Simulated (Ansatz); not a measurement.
# BClFH3O: the cost of one run

Program: Ansatz 0.2.0. Level of theory: RKS BLYP-D4/def2-SVP. These are calculated values, not measurements.

## 1. The starting structure

Bond lengths: B1–Cl3 1.860 Å, B1–F4 1.320 Å, B1–O5 1.710 Å, O5–H6 1.010 Å. Angles: Cl3–B1–F4 120.0°, Cl3–B1–O5 88.6°, F4–B1–O5 109.9°, B1–O5–H6 109.5°.

As a file:

```xyz
7

B     0.0000    0.0000    0.0000
H     0.0000    0.0000    1.5400
Cl    1.6108    0.0000   -0.9300
F    -1.1431    0.0000   -0.6600
O     0.3597   -1.5824    0.5392
H    -0.2732   -2.2387    0.1046
H     0.1909   -0.8399    1.5370
```

## 2. Pulling towards end A

Springs on the bonds that form and break draw the guess towards this end; the thresholds are loose.

File input.yaml:

```yaml
crystal:
  periodic: [false, false, false]
  atoms:
    - { symbol: B, position_ang: [0.0, 0.0, 0.0] }
    - { symbol: H, position_ang: [0.0, 0.0, 1.54] }
    - { symbol: Cl, position_ang: [1.6108, 0.0, -0.93] }
    - { symbol: F, position_ang: [-1.1431, 0.0, -0.66] }
    - { symbol: O, position_ang: [0.3597, -1.5824, 0.5392] }
    - { symbol: H, position_ang: [-0.2732, -2.2387, 0.1046] }
    - { symbol: H, position_ang: [0.1909, -0.8399, 1.537] }
basis:
  gaussian: { orbitals: def2-SVP }
hamiltonian:
  xc: blyp
  dispersion: d4
relax:
  f_tol: 0.15
  max_steps: 25
  restrain:
    - { distance: [0, 4], at: 2.61, k: 30.0 }
    - { distance: [6, 1], at: 1.86, k: 30.0 }
    - { distance: [0, 1], at: 1.19, k: 30.0 }
    - { distance: [6, 4], at: 1.01, k: 30.0 }
output:
  orbitals: {}
```

Started as:

```console
> ansatz run input.yaml --threads 1 --pin off --max-ram 2048MiB --backend cpu --events-out ev --progress --plain --runs-dir out
```

**Question.** How long does this run take on 1 thread of Arm Neoverse V1, shared host, and how much memory does it need?

About 25 s, with a peak of 0.16 GiB.
